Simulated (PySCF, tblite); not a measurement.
# CH₈O₃Si₃: geometry, infrared bands and NMR shifts

Wanted: the infrared bands and NMR shifts of CH₈O₃Si₃ (`CO[SiH]1O[SiH2][SiH2]O1`), by calculation.

Computed with tblite 0.8.0 and PySCF 2.14.0, with density-fitted response routines of our own, on a single molecule in the gas phase. Atoms count from 0, in the outputs and in this text.

## 1. The starting structure

15 atoms, charge 0, multiplicity 1; geometry from: force field or distance geometry start.

Bonds of the start (Å): C0–O1 1.43, O1–Si2 1.65, Si2–O3 1.71, O3–Si4 1.71, Si4–Si5 2.41, Si5–O6 1.71, O6–Si2 1.69, C0–H7 1.10, C0–H8 1.10, C0–H9 1.09, Si2–H10 1.48, Si4–H11 1.49, Si4–H12 1.49, Si5–H13 1.48, Si5–H14 1.49.

## 2. Relaxing the molecule with GFN2-xTB

Job settings and geometry (Å):

```
{"job": {"kind": "relax", "xc": "GFN2-xTB", "basis": "xTB"}, "charge": 0, "multiplicity": 1}
C      2.891500     0.285900    -0.015900
O      1.650500     0.921800    -0.352300
Si     0.397800    -0.039400    -0.819200
O     -0.974900     0.923100    -1.163700
Si    -2.438300     0.787200    -0.287600
Si    -1.653700    -0.975900     1.152300
O     -0.096100    -1.039200     0.451200
H      3.606500     1.072400     0.266300
H      2.775400    -0.387100     0.844200
H      3.289800    -0.257600    -0.868100
H      0.746900    -0.854600    -2.002000
H     -3.533200     0.321700    -1.189300
H     -2.731600     2.045300     0.457600
H     -2.368900    -2.254500     0.925700
H     -1.566200    -0.541100     2.578900
```

Command:

```sh
$ OMP_NUM_THREADS=1 python probes_run.py task.json out
```

This one command runs all jobs of the session in turn.

**Question.** This job is followed by: GFN2-xTB harmonic vibrations, gas phase; GIAO PBE0/pcSseg-1 NMR shielding, non-relativistic, gas phase. What will the session give for the following? strongest single infrared mode (GFN2-xTB); zero-point energy (GFN2-xTB); ¹³C shifts against TMS (PBE0/pcSseg-1); ¹H shifts against TMS (PBE0/pcSseg-1, means over atoms taken as alike); ¹⁷O shifts against H2O (PBE0/pcSseg-1, means over atoms taken as alike); ²⁹Si shifts against TMS (PBE0/pcSseg-1, means over atoms taken as alike).

As calculated:

| quantity | value |
| --- | --- |
| strongest single infrared mode (GFN2-xTB) | 1004 cm⁻¹, 711 km/mol |
| zero-point energy (GFN2-xTB) | 58.0 kcal/mol |
| ¹³C shifts against TMS (PBE0/pcSseg-1) | 50.6 ppm |
| ¹H shifts against TMS (PBE0/pcSseg-1, means over atoms taken as alike) | 5.40, 5.40, 4.39, 3.93 ppm |
| ¹⁷O shifts against H2O (PBE0/pcSseg-1, means over atoms taken as alike) | 56.2, 40.1 ppm |
| ²⁹Si shifts against TMS (PBE0/pcSseg-1, means over atoms taken as alike) | -29.3, -49.6 ppm |

In words: Over 61 steps the energy fell by 0.613 eV; of the close pairs, Si2–O3 changed most, 1.712 to 1.619 Å. No mode is imaginary among the 39: a minimum at this level. The strongest single mode, at 1004 cm⁻¹, is spread over several atoms, O3, O6, Si2 among them. GFN2-xTB is a fitted tight-binding method: band positions and strengths are rough. Its intensities can rank the bands wrongly. At PBE0/pcSseg-1: The largest span, 141 ppm, is at O1, where the paramagnetic term is -103 ppm.
